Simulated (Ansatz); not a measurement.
# Ti12B: the cost of one run

All numbers below are computed with Ansatz 0.2.0 (DFT PBE, plane waves, PAW, scalar-relativistic, no spin polarisation).

### 1 The starting structure

The cell holds 13 atoms (BTi12): a = 5.900 Å, b = 8.850 Å, c = 4.685 Å, α = 90.00°, β = 90.00°, γ = 120.00°.

Coordinates:

```xyz
13
Lattice="5.9000 0.0000 0.0000 -4.4250 7.6643 0.0000 0.0000 0.0000 4.6846" Properties=species:S:1:pos:R:3 pbc="T T T"
Ti    0.0000    0.0000    0.0000
Ti    0.0000    1.7032    2.3423
Ti   -1.4750    2.5548    0.0000
Ti   -1.4750    4.2580    2.3423
Ti   -2.9500    5.1096    0.0000
Ti   -2.9500    6.8127    2.3423
Ti    2.9500    0.0000    0.0000
Ti    2.9500    1.7032    2.3423
Ti    1.4750    2.5548    0.0000
Ti    1.4750    4.2580    2.3423
Ti    0.0000    5.1096    0.0000
Ti    0.0000    6.8127    2.3423
B    -1.5136    4.2656    4.1143
```

### 2 Relaxing end A

Input file input.yaml:

```yaml
crystal:
  lattice:
    - [5.9, 0.0, 0.0]
    - [-4.425, 7.664325, 0.0]
    - [0.0, 0.0, 4.6846]
  atoms:
    - { symbol: Ti, position: [0.0, 0.0, 0.0] }
    - { symbol: Ti, position: [0.1666667, 0.2222222, 0.5] }
    - { symbol: Ti, position: [0.0, 0.3333333, 0.0] }
    - { symbol: Ti, position: [0.1666667, 0.5555556, 0.5] }
    - { symbol: Ti, position: [0.0, 0.6666667, 0.0] }
    - { symbol: Ti, position: [0.1666667, 0.8888889, 0.5] }
    - { symbol: Ti, position: [0.5, 0.0, 0.0] }
    - { symbol: Ti, position: [0.6666667, 0.2222222, 0.5] }
    - { symbol: Ti, position: [0.5, 0.3333333, 0.0] }
    - { symbol: Ti, position: [0.6666667, 0.5555556, 0.5] }
    - { symbol: Ti, position: [0.5, 0.6666667, 0.0] }
    - { symbol: Ti, position: [0.6666667, 0.8888889, 0.5] }
    - { symbol: B, position: [0.1608724, 0.5565552, 0.8782663] }
basis:
  ecutwfc: 420.0
kpoints:
  mp_grid: { grid: [4, 3, 5] }
hamiltonian:
  xc: pbe
scf:
  occupations: { method: fermi_dirac, width: 0.1 }
  lower_state_search: "off"
relax:
  f_tol: 0.03
  max_steps: 60
  adjacent_minimum: "off"
```

The run is started by

```console
$ ansatz run input.yaml --threads 4 --pin off --max-ram 10240MiB --backend cpu --events-out ev --progress --plain --runs-dir out
```

**Question.** How long does this run take on 4 threads of Arm Neoverse V2, shared host, and how much memory does it need?

About 3 min, with a peak of 0.96 GiB.
